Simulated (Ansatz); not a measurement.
# SiTeS: the cost of one run

Method: DFT PBE, scalar-relativistic, plane waves, PAW, in Ansatz 0.2.0.

## Step 1: The structure to begin with

The structure is tetragonal, space group P4/mmm (No. 123). The conventional cell has a = 4.450 Å, b = 4.450 Å, c = 3.598 Å, α = 90.00°, β = 90.00°, γ = 90.00°. Si (site symmetry 4/mmm) has 2 S at 1.80 Å as nearest neighbours. Te (site symmetry 4/mmm) has 4 S at 3.15 Å and 2 Te at 3.60 Å as nearest neighbours. Around S (site symmetry 4/mmm) lie 2 Si at 1.80 Å.

Coordinates:

```xyz
3
Lattice="4.4502 0.0000 0.0000 0.0000 4.4502 0.0000 0.0000 0.0000 3.5976" Properties=species:S:1:pos:R:3 pbc="T T T"
Si    0.0000    0.0000    0.0000
Te    2.2251    2.2251    1.7988
S     0.0000    0.0000    1.7988
```

A structure generator made this guess: random cell by space group and Wyckoff sites (P4/mmm, No. 123). Lengths come from tabulated atomic sizes and are only a guess.

## Step 2: Probe: one point on a coarse mesh

input.yaml reads:

```yaml
crystal:
  lattice:
    - [4.45020327, 0.0, 0.0]
    - [0.0, 4.45020327, 0.0]
    - [0.0, 0.0, 3.59764155]
  atoms:
    - { symbol: Si, position: [0.0, 0.0, 0.0] }
    - { symbol: Te, position: [0.5, 0.5, 0.5] }
    - { symbol: S, position: [0.0, 0.0, 0.5] }
basis:
  ecutwfc: 420
kpoints:
  mp_grid: { grid: [4, 4, 6] }
hamiltonian:
  xc: pbe
scf:
  occupations: { method: gaussian, width: 0.1 }
  lower_state_search: "off"
output:
  forces: true
  stress: true
  eigenvalues: true
```

Command:

```sh
$ ansatz run input.yaml --threads 1 --pin off --max-ram 2560MiB --backend cpu --events-out ev --progress --plain --runs-dir out
```

**Question.** How long does this run take on 1 thread of Intel Xeon at 2.50GHz (Skylake/Cascade Lake), shared host, and how much memory does it need?

About 4 s, with a peak of 0.36 GiB.
